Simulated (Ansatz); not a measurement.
# C2H4NOSi (SMILES C[SiH]N=C=O): UCCSD(T)/def2-SVP

What is the vertical doublet–quartet gap of C2H4NOSi at UCCSD(T)/def2-SVP? 

The calculation is run with Ansatz 0.2.0.

104 further runs of the same task are left out: 104 set aside as unsound or not needed.

## Step 1: Starting point

C2H4NOSi has 9 atoms, charge 0, and is taken as a doublet. As SMILES, `C[SiH]N=C=O`. The coordinates come from a PBE0-D4/def2-TZVP relaxation. This is one conformer, not always the lowest.

Bond lengths: C1–Si2 1.865 Å, Si2–N3 1.715 Å, N3–C4 1.195 Å, C4–O5 1.166 Å, C1–H6 1.094 Å, C1–H7 1.091 Å, C1–H8 1.092 Å, Si2–H9 1.490 Å. Some angles: C1–Si2–N3 109.4°, Si2–N3–C4 161.1°, N3–C4–O5 178.3°, C1–Si2–H9 111.9°, N3–Si2–H9 107.3°, Si2–C1–H6 110.2°, Si2–C1–H7 111.1°, Si2–C1–H8 110.1°, H6–C1–H7 108.5°, H6–C1–H8 108.5°.

## Step 2: A single-point energy at UCCSD(T)/def2-SVP

File in.yaml:

```yaml
crystal:
  periodic: [false, false, false]
  atoms:
    - {symbol: C, position_ang: [-0.230800, 0.936500, 1.233300]}
    - {symbol: Si, position_ang: [-0.019100, 0.717300, -0.606900]}
    - {symbol: "N", position_ang: [0.147000, -0.951200, -0.966600]}
    - {symbol: C, position_ang: [-0.027700, -2.022300, -1.465700]}
    - {symbol: O, position_ang: [-0.174100, -3.081100, -1.930900]}
    - {symbol: H, position_ang: [0.625000, 0.510600, 1.765400]}
    - {symbol: H, position_ang: [-1.138100, 0.442600, 1.585600]}
    - {symbol: H, position_ang: [-0.298200, 1.998600, 1.479400]}
    - {symbol: H, position_ang: [1.204500, 1.402700, -1.110500]}
basis:
  gaussian:
    orbitals: def2-SVP
magnetization:
  spin_polarized: true
  initial_magnetization: 1
correlation:
  method: ccsd_t
  frozen_orbitals: {C: 1, H: 0, "N": 1, O: 1, Si: 5}
accuracy: high
scf:
  omitted_lower_state_checks: [cluster_reference, increment]
```

Started as:

```bash
$ ansatz run in.yaml --threads 1 --pin off --max-ram 3480MiB --events-out events.jsonl --progress --plain --runs-dir runs
```

What it wrote, cut to the lines that bear on the results:

```text
Warning: RAYON_NUM_THREADS=1 ignored (pool sized by the plan → 1); use --threads N
Functional definition: HF
  name "HF"
[...]
2091 factors; integrals over basis functions are off by at most 3.8e-9 eV
[...]
mean field -13498.98514694 eV, -496.0785542092 hartree, gradient 5.6e-8 eV, S^2 0.753992; 0 other end points of the search recorded, 0 dependent functions left out
9 core orbitals not correlated: weight in the atoms' cores, before any rotation towards them, 1.000 or more for the frozen orbitals, at most 0.000 for the correlated occupied ones
reference -13498.98514694 eV, -496.0785542092 hartree; 14, 13 occupied and 71, 72 virtual orbitals, 2091 factors
second order -18.45120663 eV of doubles, -0.00000000 eV of singles
cycle   1  -18.50602249 eV  change   -5.5e-2 eV  update   1.3e-1
[...]
cycle  22  -19.24455520 eV  change  -6.9e-10 eV  update   3.3e-9
perturbative correction -0.70483352 eV, -0.0259021541 hartree
Total energy: -13518.93453566 eV, -496.8116807225 hartree
Checks for a lower state left out: cluster_reference, increment
```

Run time: 2.2 min. Hardware: 1 thread of Arm Neoverse V1, shared host; peak memory 1.2 GiB.

## Step 3: The quartet

in.yaml, as its differences from that of step 2:

```diff
@@ -15,5 +15,6 @@
     orbitals: def2-SVP
+total_charge: 0
 magnetization:
   spin_polarized: true
-  initial_magnetization: 1
+  initial_magnetization: 3
 correlation:
```

Started as:

```bash
$ ansatz run in.yaml --threads 1 --pin off --max-ram 3480MiB --events-out events.jsonl --progress --plain --runs-dir runs
```

What it wrote:

```text
Warning: RAYON_NUM_THREADS=1 ignored (pool sized by the plan → 1); use --threads N
[... 17 lines left out ...]
9 core orbitals not correlated: weight in the atoms' cores, before any rotation towards them, 1.000 or more for the frozen orbitals, at most 0.000 for the correlated occupied ones
[... 56 lines left out ...]
Total energy: -13511.62875678 eV, -496.5431983006 hartree
Checks for a lower state left out: cluster_reference, increment
```

It took 4.4 min on 1 thread of Arm Neoverse V1, shared host; peak memory 1.2 GiB.

## Step 4: Summary of results

At UCCSD(T)/def2-SVP, 9 core orbitals frozen:

```
                                            quantity          value
                               doublet: total energy  -496.81168 Eh
doublet: correlation energy (9 core orbitals frozen)     -733.1 mEh
                             doublet: (T) correction     -25.90 mEh
          doublet: ⟨S²⟩ of the reference determinant          0.754
                              doublet: T1 diagnostic          0.016
                               quartet: total energy  -496.54320 Eh
quartet: correlation energy (9 core orbitals frozen)     -706.8 mEh
                             quartet: (T) correction     -23.42 mEh
          quartet: ⟨S²⟩ of the reference determinant          3.773
                              quartet: T1 diagnostic          0.027
    vertical energy of the quartet above the doublet       7.306 eV
```

**Reading.** At this shape the quartet lies 7.31 eV (705 kJ/mol) above the doublet. The triples (doublet) make up 3.5 % of the correlation energy. The triples (quartet) make up 3.3 % of the correlation energy.
